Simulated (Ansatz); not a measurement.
Write the native input for Ansatz 0.2.0 that does the following.

* Task: phonons
* Functional: PBE
* Potentials or basis: Ansatz PAW
* Cutoff: 420 eV (not typed: the program's choice for these potentials)
* k mesh: 10 × 10 × 4
* Occupations: fermi-dirac, width 0.05 eV
* Spin: collinear spin, ferromagnetic start
* Starting moments: [0.0, 0.0, 4.0] μB

Crystal: MnPt2.

```
Pt Mn
1.0
     2.85840    0.00000    0.00000
    -1.42920    2.47545    0.00000
     0.00000    0.00000    6.53250
Pt Mn
2 1
Direct
  0.66667 0.33333 0.31621
  0.33333 0.66667 0.68379
  0.00000 0.00000 0.00000
```

The cell comes from a database or a generator and needn't be the stable form of this composition.

The input as run:

input.yaml

```yaml
crystal:
  lattice:
    - [2.8584044518, 0.0, 0.0]
    - [-1.4292022259, 2.4754508696, 0.0]
    - [0.0, 0.0, 6.532504]
  atoms:
    - { symbol: Pt, position: [0.6666666667, 0.3333333333, 0.316206] }
    - { symbol: Pt, position: [0.3333333333, 0.6666666667, 0.683794] }
    - { symbol: Mn, position: [0.0, 0.0, 0.0], spin: 4.0 }
hamiltonian:
  xc: pbe
  pseudopotentials: { kind: paw }
magnetization:
  spin_polarized: true
kpoints:
  mp_grid: { grid: [10, 10, 4] }
scf:
  occupations: { method: fermi_dirac, width: 0.05 }
phonons:
  method: dfpt
```

Potentials or basis: Ansatz PAW.

The run is started by

```bash
$ ansatz run input.yaml --threads 2 --pin off --max-ram 5632MiB --backend cpu --events-out ev --progress --plain --runs-dir out
```

Results of the run:

```
Band gap on the k mesh        : none (metal or under the smearing width)
Net moment                    : 4.51 μB per cell
Absolute moment               : 4.61 μB per cell
Site moments                  : Pt +0.30; Mn +3.73 μB
Highest phonon frequency at Γ : 261 cm⁻¹
```

Wall time 2 min on 2 threads of Intel(R) Xeon(R) Processor @ 2.70GHz, on a shared host, peak memory 1.1 GiB.
